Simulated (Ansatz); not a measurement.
# UB3LYP/6-31G(d) (Cartesian functions) run of AlO (oxoaluminum)

What is the electronic atomisation energy of AlO (oxoaluminum) at UB3LYP/6-31G* (Cartesian functions)? 

The results are computed with Ansatz 0.2.0.

36 further runs of the same task are left out: 36 set aside as unsound or not needed.

**1. Starting point**

AlO has 2 atoms, charge 0, and is taken as a doublet. As SMILES, `[O]=[Al]`. The coordinates come from a PBE0-D4/def2-TZVP relaxation.

Bond lengths: O1–Al2 1.620 Å.

**2. A single-point energy at UB3LYP/6-31G(d) (Cartesian functions)**

Input file input.yaml:

```yaml
basis:
  gaussian: {orbitals: "6-31G*"}
crystal:
  periodic: [false, false, false]
  atoms:
    - symbol: O
      position_ang: [0.000000, -0.000000, -0.024920]
    - symbol: Al
      position_ang: [-0.000000, 0.000000, 1.594970]
accuracy: high
hamiltonian: {xc: {name: B3LYP}}
magnetization: {spin_polarized: true, initial_magnetization: 1}
output: {orbitals: {seedname: orbitals}}
```

Launch:

```sh
$ ansatz run input.yaml --threads 1 --pin off --max-ram 3480MiB --events-out events.jsonl --progress --plain --runs-dir runs
```

Standard output:

```text
Warning: RAYON_NUM_THREADS=1 ignored (pool sized by the plan → 1); use --threads N
Functional definition: B3LYP
  name "B3LYP"
  parameter a0 = 0.2
  parameter ax = 0.72
  parameter ac = 0.81
  exchange = (1 - a0 - ax)*slater_x + ax*b88_x + a0*exact_x
  correlation = (1 - ac)*vwn_rpa_c + ac*lyp_c
562 factors; integrals over basis functions are off by at most 2.6e-9 eV
mean field evaluation 1: about -8630.6353 eV, gradient 5.1e1 eV
mean field evaluation 2: about -8449.9516 eV, gradient 1.3e2 eV
mean field evaluation 4: about -8642.1525 eV, gradient 9.0e0 eV
mean field evaluation 8: about -8642.6176 eV, gradient 8.8e-2 eV
mean field evaluation 16: about -8642.6383 eV, gradient 1.8e-4 eV
mean field -8642.63831464 eV, -317.6110998725 hartree, gradient 2.0e-8 eV, S^2 0.757243; 1 other end points of the search recorded, 0 dependent functions left out
reference -8642.63834074 eV, -317.6111008317 hartree; 11, 10 occupied and 23, 24 virtual orbitals, 562 factors
Total energy: -8642.63834074 eV, -317.6111008317 hartree
```

It took 2.3 s on 1 thread of Arm Neoverse V1, shared host; peak memory 0.12 GiB.

**3. The Al atom**

Input file job.yaml:

```yaml
crystal:
  periodic: [false, false, false]
  atoms:
    - {symbol: Al, position_ang: [0.000000, 0.000000, 0.000000]}
basis:
  gaussian:
    orbitals: "6-31G*"
magnetization:
  spin_polarized: true
  initial_magnetization: 1
hamiltonian:
  xc: {name: B3LYP}
accuracy: high
```

Launch:

```sh
$ ansatz run job.yaml --threads 1 --pin off --max-ram 3480MiB --events-out events.jsonl --progress --plain --runs-dir runs
```

Standard output, cut to the lines that bear on the results:

```text
Warning: RAYON_NUM_THREADS=1 ignored (pool sized by the plan → 1); use --threads N
[... 7 set-up lines as earlier in the session ...]
142 factors; integrals over basis functions are off by at most 2.3e-9 eV
mean field evaluation 1: about -6595.1458 eV, gradient 1.4e0 eV
mean field evaluation 2: about -6595.1749 eV, gradient 3.3e-1 eV
mean field evaluation 4: about -6595.1756 eV, gradient 1.1e-1 eV
mean field evaluation 8: about -6595.1756 eV, gradient 7.5e-5 eV
mean field evaluation 16: about -6595.1774 eV, gradient 7.3e-2 eV
mean field evaluation 32: about -6595.1756 eV, gradient 2.6e-9 eV
mean field -6595.17564904 eV, -242.3682347314 hartree, gradient 2.6e-9 eV, S^2 0.752135; 1 other end points of the search recorded, 0 dependent functions left out
reference -6595.17567041 eV, -242.3682355171 hartree; 7, 6 occupied and 12, 13 virtual orbitals, 142 factors
Total energy: -6595.17567041 eV, -242.3682355171 hartree
```

Run time: 1.2 s. Hardware: 1 thread of Arm Neoverse V1, shared host.

**4. The O atom at the same level**

Input file job.yaml:

```yaml
crystal:
  periodic: [false, false, false]
  atoms:
    - symbol: O
      position_ang: [0.000000, 0.000000, 0.000000]
basis:
  gaussian:
    orbitals: "6-31G*"
magnetization:
  spin_polarized: true
  initial_magnetization: 2
hamiltonian:
  xc: {name: B3LYP}
accuracy: high
```

Run the same way, it converges to -75.06062 Eh (log not shown).

**5. Results**

At UB3LYP/6-31G* (Cartesian functions):

```
                                    quantity          value
                      molecule: total energy  -317.61110 Eh
molecule: HOMO energy (highest over α and β)       -7.41 eV
 molecule: LUMO energy (lowest over α and β)       -4.56 eV
                              molecule: ⟨S²⟩          0.757
                       Al atom: total energy  -242.36824 Eh
                               Al atom: ⟨S²⟩          0.752
                        O atom: total energy   -75.06062 Eh
                                O atom: ⟨S²⟩          2.002
               electronic atomisation energy       4.959 eV
```

What this shows: Taking the molecule apart into free atoms costs 4.96 eV (478 kJ/mol), before zero-point energy and without spin-orbit coupling.
